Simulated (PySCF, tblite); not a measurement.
**AlFH4NO3Si radical, a small gas-phase stand-in for a defect centre (Si site with back bonds F, O[Al](O)O, N): EPR parameters**

Aim: the EPR parameters of `N[Si](F)[O][Al]([OH])[OH]`. It is drawn as: dangling bond.

Computed with tblite 0.8.0 and PySCF 2.14.0; each step states its level. No surroundings beyond the atoms listed, unless a continuum is named. Atoms count from 0, parts from 1.

## Step 1: Starting point

11 atoms, charge 0, multiplicity 2; geometry: distance geometry start.

## Step 2: Geometry optimisation with GFN2-xTB

Job settings and geometry (Å):

```
{"job": {"kind": "relax", "xc": "GFN2-xTB", "basis": "xTB"}, "charge": 0, "multiplicity": 2}
Si    -0.367515    -1.312651     1.329955
F     -1.485407    -2.490699     0.944332
O     -0.937022     0.358579     1.279857
Al    -0.369928     1.621701     0.034646
O      0.799909     2.934614     0.659607
O     -0.070830     1.030714    -1.683109
N      1.327564    -1.605676     0.724278
H      1.641352     2.788118     1.057542
H     -0.515616     0.261733    -2.112073
H      1.773627    -2.510908     0.938304
H      1.539789    -1.223998    -0.209404
```

Method: GFN2-xTB geometry optimisation, gas phase.

Command:

```sh
$ OMP_NUM_THREADS=1 python cluster_run.py task.json out
```

The driver reads the jobs from task.json and runs them one after another.

What it wrote:

```text
step      E/eV     max force
  0    -676.56377    3.549
  1    -677.16997    2.979
  2    -677.66767    6.423
  3    -677.97114    1.224
  4    -678.06476    0.935
  5    -678.15466    0.985
  6    -678.21093    0.864
  7    -678.24220    0.673
  8    -678.26146    0.465
  9    -678.28978    0.429
 10    -678.31041    0.430
 11    -678.33072    0.489
 12    -678.34410    0.308
 13    -678.35279    0.284
 14    -678.36257    0.369
 15    -678.37739    0.387
 16    -678.38877    0.368
 17    -678.39481    0.213
 18    -678.40058    0.321
 19    -678.40734    0.399
 20    -678.41460    0.399
 21    -678.42259    0.273
 22    -678.42761    0.202
 23    -678.43058    0.208
 24    -678.43634    0.252
 25    -678.44192    0.200
 26    -678.44546    0.512
 27    -678.42768    1.077
 28    -678.44934    0.246
 29    -678.45120    0.226
 30    -678.45446    0.478
 31    -678.45829    0.076
 32    -678.45980    0.077
 33    -678.46220    0.071
 34    -678.46277    0.061
 35    -678.46410    0.074
 36    -678.46555    0.132
 37    -678.46841    0.167
 38    -678.47091    0.169
 39    -678.47288    0.154
 40    -678.47484    0.121
 41    -678.47658    0.098
 42    -678.47851    0.180
 43    -678.47587    0.519
 44    -678.48109    0.222
 45    -678.48259    0.222
 46    -678.48461    0.607
 47    -678.48970    0.160
 48    -678.49278    0.125
 49    -678.48464    0.796
 50    -678.49693    0.101
 51    -678.49895    0.107
 52    -678.49771    0.739
 53    -678.50415    0.133
 54    -678.50598    0.135
 55    -678.50916    0.628
 56    -678.51390    0.211
 57    -678.51737    0.138
 58    -678.52589    0.191
 59    -678.52711    0.118
 60    -678.52831    0.119
 61    -678.53017    0.126
 62    -678.53106    0.130
 63    -678.53243    0.121
 64    -678.53399    0.215
 65    -678.53620    0.251
 66    -678.53924    0.167
 67    -678.54088    0.192
 68    -678.54254    0.146
 69    -678.54521    0.194
 70    -678.54891    0.313
 71    -678.55261    0.239
 72    -678.55650    0.293
 73    -678.56289    0.242
 74    -678.56889    0.205
 75    -678.57145    0.238
 76    -678.57648    0.264
 77    -678.58372    0.197
 78    -678.58706    0.363
 79    -678.59001    0.319
 80    -678.59176    0.114
 81    -678.59337    0.135
 82    -678.59446    0.100
 83    -678.59601    0.127
 84    -678.59816    0.161
 85    -678.60054    0.193
 86    -678.60262    0.166
 87    -678.60464    0.135
 88    -678.60644    0.186
 89    -678.60846    0.100
 90    -678.60943    0.088
 91    -678.60995    0.078
 92    -678.61066    0.066
 93    -678.61149    0.063
 94    -678.61233    0.085
 95    -678.61283    0.055
 96    -678.61316    0.058
 97    -678.61336    0.062
 98    -678.61359    0.041
 99    -678.61384    0.035
100    -678.61416    0.042
101    -678.61444    0.065
102    -678.61471    0.085
103    -678.61496    0.089
104    -678.61526    0.095
105    -678.61562    0.070
106    -678.61598    0.050
107    -678.61628    0.062
108    -678.61662    0.066
109    -678.61693    0.052
110    -678.61715    0.039
111    -678.61738    0.035
112    -678.61765    0.045
113    -678.61792    0.050
114    -678.61812    0.047
115    -678.61827    0.043
116    -678.61839    0.038
117    -678.61847    0.025
118    -678.61853    0.017
119    -678.61855    0.009
120    -678.61857    0.011
121    -678.61859    0.017
122    -678.61862    0.026
123    -678.61869    0.034
124    -678.61878    0.032
125    -678.61887    0.024
126    -678.61893    0.021
127    -678.61896    0.016
128    -678.61899    0.016
129    -678.61901    0.017
130    -678.61905    0.021
131    -678.61910    0.026
132    -678.61920    0.037
133    -678.61944    0.058
134    -678.61995    0.077
135    -678.62076    0.123
136    -678.62188    0.092
137    -678.62253    0.210
138    -678.62234    0.155
139    -678.62365    0.070
140    -678.62386    0.074
141    -678.62409    0.072
142    -678.62436    0.050
143    -678.62452    0.066
144    -678.62474    0.072
145    -678.62502    0.044
146    -678.62523    0.190
147    -678.62581    0.048
148    -678.62630    0.044
149    -678.62535    0.296
150    -678.62703    0.086
151    -678.62746    0.047
152    -678.62802    0.172
153    -678.62863    0.060
154    -678.62973    0.067
155    -678.63047    0.147
156    -678.63146    0.068
157    -678.63201    0.062
158    -678.63159    0.190
159    -678.63279    0.092
160    -678.63302    0.102
161    -678.63388    0.056
162    -678.63447    0.204
163    -678.63539    0.142
164    -678.63616    0.108
165    -678.63675    0.231
166    -678.63786    0.116
167    -678.63832    0.069
168    -678.63862    0.101
169    -678.63889    0.089
170    -678.63909    0.036
171    -678.63922    0.037
172    -678.63937    0.040
173    -678.63947    0.035
174    -678.63955    0.024
175    -678.63961    0.016
176    -678.63963    0.014
177    -678.63965    0.017
178    -678.63966    0.014
179    -678.63967    0.012
180    -678.63968    0.008
```

Run time: 1.9 s. Hardware: 1 thread of Arm Neoverse V1, shared host.

Step by step:

```tsv
step	energy from step 0 (eV)	largest force (eV/Å)
0	0.0000	3.5490
7	-1.6784	0.6728
14	-1.7988	0.3692
21	-1.8588	0.2727
28	-1.8856	0.2456
35	-1.9003	0.0734
42	-1.9147	0.1805
49	-1.9209	0.7961
56	-1.9501	0.2108
63	-1.9687	0.1209
70	-1.9851	0.3133
77	-2.0199	0.1973
84	-2.0344	0.1612
91	-2.0462	0.0775
98	-2.0498	0.0411
105	-2.0519	0.0696
112	-2.0539	0.0446
119	-2.0548	0.0085
126	-2.0552	0.0206
133	-2.0557	0.0578
140	-2.0601	0.0744
147	-2.0620	0.0479
154	-2.0660	0.0672
161	-2.0701	0.0555
168	-2.0748	0.1007
175	-2.0758	0.0161
180	-2.0759	0.0081
```

Close pairs (by a distance rule), those that changed most:

```tsv
bond	before (Å)	after (Å)	change (Å)
Al3–O4	1.866	1.658	-0.208
Al3–O5	1.841	1.651	-0.190
Si0–O2	1.766	1.597	-0.170
O2–Al3	1.862	1.698	-0.164
Si0–N6	1.824	1.720	-0.104
Si0–F1	1.669	1.620	-0.049
O5–H8	0.986	0.947	-0.040
N6–H9	1.032	1.007	-0.025
```

## Step 3: Geometry optimisation at PBE0-D3(BJ)/def2-SVP

Job settings and geometry (Å):

```
{"job": {"xc": "PBE0", "basis": "def2-SVP", "d3": "d3bj", "grid": 2, "kind": "geom", "shake": 0.01}, "charge": 0, "multiplicity": 2}
Si     0.168800    -1.166274     1.360465
F     -1.377698    -1.602585     1.675169
O      0.135554     0.314006     0.694892
Al    -0.161797     1.513006    -0.455162
O     -0.396871     3.074821     0.030557
O     -0.297765     1.021422    -2.026164
N      0.718799    -2.402591     0.328537
H     -0.398430     3.604579     0.828686
H     -0.478452     1.278181    -2.897206
H      0.536222    -3.359110     0.603907
H      1.584324    -2.303956    -0.133382
```

What it wrote:

```text
step   0  E = -913.75647941  max force = 0.028006
step   1  E = -913.76215848  max force = 0.005232
step   2  E = -913.76265541  max force = 0.004476
step   3  E = -913.76320574  max force = 0.003732
step   4  E = -913.76367080  max force = 0.005373
step   5  E = -913.76388353  max force = 0.003211
step   6  E = -913.76405343  max force = 0.001134
step   7  E = -913.76423908  max force = 0.004136
step   8  E = -913.76433924  max force = 0.002786
step   9  E = -913.76450698  max force = 0.001564
step  10  E = -913.76454799  max force = 0.001223
step  11  E = -913.76457683  max force = 0.001442
step  12  E = -913.76467736  max force = 0.002848
step  13  E = -913.76482198  max force = 0.003487
step  14  E = -913.76508411  max force = 0.002977
step  15  E = -913.76393656  max force = 0.006042
step  16  E = -913.76533974  max force = 0.003223
step  17  E = -913.76253814  max force = 0.016890
step  18  E = -913.76492418  max force = 0.009527
step  19  E = -913.76553728  max force = 0.004907
step  20  E = -913.76585697  max force = 0.001862
step  21  E = -913.76603606  max force = 0.002057
step  22  E = -913.76610587  max force = 0.001485
step  23  E = -913.76614277  max force = 0.000594
step  24  E = -913.76615146  max force = 0.000332
optimisation converged
```

It took 6.9 min on 1 thread of Arm Neoverse V1, shared host; peak memory 0.67 GiB.

Relaxation path: (the energy doesn't fall at every step)

```tsv
step	energy from step 0 (eV)	largest force component (eV/Å)
0	0.0000	1.4401
1	-0.1545	0.2690
2	-0.1681	0.2302
3	-0.1830	0.1919
4	-0.1957	0.2763
5	-0.2015	0.1651
6	-0.2061	0.0583
7	-0.2112	0.2127
8	-0.2139	0.1433
9	-0.2184	0.0804
10	-0.2196	0.0629
11	-0.2203	0.0742
12	-0.2231	0.1465
13	-0.2270	0.1793
14	-0.2341	0.1531
15	-0.2029	0.3107
16	-0.2411	0.1657
17	-0.1649	0.8685
18	-0.2298	0.4899
19	-0.2465	0.2523
20	-0.2552	0.0957
21	-0.2600	0.1058
22	-0.2619	0.0764
23	-0.2630	0.0305
24	-0.2632	0.0171
```

Close pairs (by a distance rule), those that changed most:

```tsv
bond	before (Å)	after (Å)	change (Å)
Al3–O5	1.652	1.700	+0.049
Al3–O4	1.652	1.690	+0.037
N6–H10	0.986	1.019	+0.033
O5–H8	0.926	0.959	+0.033
Si0–N6	1.702	1.729	+0.027
Si0–O2	1.623	1.650	+0.026
O2–Al3	1.688	1.706	+0.018
Si0–F1	1.637	1.630	-0.007
```

The end geometry stands in the next job.

```tsv
at the end point	value
point group (found at 0.08 Å tolerance)	C1
rotational constants (GHz, main isotopes)	3.311, 1.054, 0.863
dipole moment (D)	2.40
⟨S²⟩	0.752
```

## Step 4: EPR parameters: B3LYP/IGLO-III+pcH-1

Job settings and geometry (Å):

```
{"job": {"kind": "epr"}, "charge": 0, "multiplicity": 2}
Si     0.642647    -1.167204     1.418022
F     -0.348716    -1.673062     2.609111
O      0.447396     0.452185     1.170151
Al     0.001299     1.299671    -0.241938
O     -0.915511     2.718869    -0.237204
O      0.574788     0.651396    -1.705675
N      0.094000    -1.943249    -0.026588
H     -1.273586     3.140820     0.544892
H      0.382272     1.034524    -2.563179
H     -0.047425    -2.947788    -0.052136
H      0.475901    -1.594658    -0.905224
```

Method: UKS B3LYP, IGLO-III on Al F N O Si, pcH-1 on H, non-relativistic, mean-field spin-orbit, GIAO.

What it wrote:

```text
UKS, coarse grid
  cycle   1  E = -914.68269779  |g| = 1.14e+00
  cycle   2  E = -913.59502691  |g| = 2.04e+00
  cycle   3  E = -915.11857587  |g| = 1.39e-01
  cycle   4  E = -915.12076859  |g| = 1.25e-01
  cycle   5  E = -915.12644194  |g| = 1.56e-02
  cycle   6  E = -915.12650978  |g| = 8.53e-03
  cycle   7  E = -915.12653503  |g| = 2.34e-03
  cycle   8  E = -915.12653679  |g| = 5.51e-04
UKS, final grid
  cycle   1  E = -915.12656962  |g| = 6.56e-04
  cycle   2  E = -915.12656942  |g| = 1.02e-03
  cycle   3  E = -915.12656977  |g| = 1.24e-04
  cycle   4  E = -915.12656978  |g| = 1.61e-05
E = -915.12656978 Eh   <S^2> = 0.7517 (exact 0.7500)
g shifts (ppm)      1          2          3
  rmc          -202       -202       -202
  gc            108        110         47
  oz_so       -2108      -1103       -337
  total       -2202      -1196       -493
hyperfine (MHz)  atom isotope    a_iso     a_fc   dipolar eigenvalues
    0  29Si   -1048.30   -1049.28   -110.58     54.58     56.00
    1   19F     385.23     384.56   -120.48   -113.39    233.87
    2   17O     -86.74     -86.74    -17.96      8.56      9.39
    3  27Al      36.90      36.92     -1.85     -1.57      3.42
    4   17O      -1.95      -1.96     -1.58      0.76      0.82
    5   17O      -2.72      -2.72     -0.45      0.10      0.35
    6   14N      22.74      22.75     -7.34     -6.99     14.33
    7    1H      -0.33      -0.33     -0.94     -0.43      1.37
    8    1H       0.23       0.23     -0.71     -0.68      1.39
    9    1H      -9.89      -9.90     -9.99     -3.08     13.06
   10    1H      -9.25      -9.26     -9.74     -2.73     12.47
```

Run time: 1.7 min. Hardware: 1 thread of Arm Neoverse V1, shared host; peak memory 1 GiB.

Principal g values 2.00012, 2.00112, 2.00183; g(iso) = 2.00102, against 2.00232 for a free electron.

Hyperfine couplings, nucleus by nucleus at this fixed geometry (no averaging over rotations):

```tsv
nuclei	isotope	a(iso) (MHz)	a(iso) (G, at g = 2.0023)	largest dipolar term (MHz)
Si0	29Si	-1048.3	-374.1	-110.6
F1	19F	385.2	137.5	233.9
O2	17O	-86.7	-31.0	-18.0
Al3	27Al	36.9	13.2	3.4
N6	14N	22.7	8.1	14.3
H9	1H	-9.9	-3.5	13.1
H10	1H	-9.2	-3.3	12.5
O5	17O	-2.7	-1.0	-0.4
O4	17O	-2.0	-0.7	-1.6
H7	1H	-0.3	-0.1	1.4
H8	1H	0.2	0.1	1.4
```

Mulliken spin populations:

```tsv
atom	value (e)
Si0	0.82
F1	0.01
O2	0.03
Al3	0.04
O4	0.00
O5	0.00
N6	0.10
H7	0.00
H8	0.00
H9	0.00
H10	0.00
```

In first order the couplings over 0.8 MHz of 19F, 27Al, 14N, 1H give 144 distinct lines over 226.3 G.

## Step 5: g tensor and hyperfine couplings: BHandHLYP/IGLO-III+pcH-1

Settings changed since step 4:

```diff
@@ -1,2 +1,2 @@
-{"job": {"kind": "epr"}, "charge": 0, "multiplicity": 2}
+{"job": {"kind": "epr", "xc": "BHandHLYP"}, "charge": 0, "multiplicity": 2}
 Si     0.642647    -1.167204     1.418022
```

Method: UKS BHandHLYP, IGLO-III on Al F N O Si, pcH-1 on H, non-relativistic, mean-field spin-orbit, GIAO.

What it wrote:

```text
UKS, coarse grid
  cycle   1  E = -914.59275509  |g| = 9.35e-01
  cycle   2  E = -914.44842829  |g| = 1.17e+00
  cycle   3  E = -914.90454640  |g| = 5.81e-02
  cycle   4  E = -914.90580398  |g| = 4.36e-02
  cycle   5  E = -914.90657364  |g| = 8.27e-03
  cycle   6  E = -914.90663243  |g| = 3.28e-03
  cycle   7  E = -914.90664123  |g| = 1.93e-03
  cycle   8  E = -914.90664471  |g| = 4.25e-04
UKS, final grid
  cycle   1  E = -914.90666553  |g| = 2.80e-04
  cycle   2  E = -914.90666562  |g| = 2.40e-04
  cycle   3  E = -914.90666566  |g| = 1.12e-04
  cycle   4  E = -914.90666569  |g| = 3.73e-05
  cycle   5  E = -914.90666569  |g| = 1.44e-05
E = -914.90666569 Eh   <S^2> = 0.7529 (exact 0.7500)
g shifts (ppm)      1          2          3
  rmc          -206       -206       -206
  gc            110        110         44
  oz_so       -2149      -1173       -259
  total       -2245      -1268       -421
hyperfine (MHz)  atom isotope    a_iso     a_fc   dipolar eigenvalues
    0  29Si   -1081.48   -1082.47   -119.19     58.27     60.92
    1   19F     399.79     399.16   -118.02   -111.46    229.48
    2   17O     -84.35     -84.35    -18.24      8.66      9.58
    3  27Al      26.96      26.98     -1.78     -1.48      3.26
    4   17O      -1.32      -1.33     -1.21      0.59      0.62
    5   17O      -1.58      -1.58     -0.40      0.11      0.29
    6   14N      24.50      24.50     -7.23     -6.80     14.03
    7    1H      -0.28      -0.28     -0.85     -0.45      1.29
    8    1H       0.10       0.10     -0.69     -0.65      1.35
    9    1H     -11.94     -11.95    -10.06     -3.24     13.29
   10    1H     -11.25     -11.27     -9.84     -2.86     12.70
```

Wall time 1.8 min (1 thread of Arm Neoverse V1, shared host); peak memory 0.97 GiB.

In short: g(iso) 2.00101.

## Step 6: Comparing the runs: EPR parameters

g, ⟨S²⟩ and isotropic hyperfine couplings (MHz), with basis size and wall time:

```tsv
run	g(iso)	⟨S²⟩	29Si Si0	19F F1	17O O2	27Al Al3	14N N6	functions	time
B3LYP/IGLO-III+pcH-1	2.00102	0.752	-1048.3	385.2	-86.7	36.9	22.7	303	1.7 min
BHandHLYP/IGLO-III+pcH-1	2.00101	0.753	-1081.5	399.8	-84.4	27.0	24.5	303	1.8 min
```

## Step 7: Outcome

```
                            quantity                     value
                         point group                        C1
rotational constants (main isotopes)      3.31, 1.05, 0.86 GHz
                      g(iso) (B3LYP)                   2.00102
                                ⟨S²⟩        0.752 (exact 0.75)
                      largest a(iso)  29Si on Si0, -1048.3 MHz
```

**Reading.** The start of the PBE0/def2-SVP relaxation was shaken at random by about 0.01 Å, so part of the energy gained, and of the first lengths quoted, undoes that. The optimisation took 24 steps and gained 0.263 eV; among the close pairs (by a distance rule), Al3–O5 changed most, from 1.652 to 1.700 Å (PBE0/def2-SVP). Si0 carries the largest spin population, 0.82 e. The isotropic g lies 1.3 ppt below the free-electron value. The coupling of 29Si on Si0 runs from -1081.5 (BHandHLYP/IGLO-III+pcH-1) to -1048.3 MHz (B3LYP/IGLO-III+pcH-1). A capped cluster stands for the solid here, so long-range fields and strain are missing, and bands or shifts of the capping hydrogens have no counterpart in it.
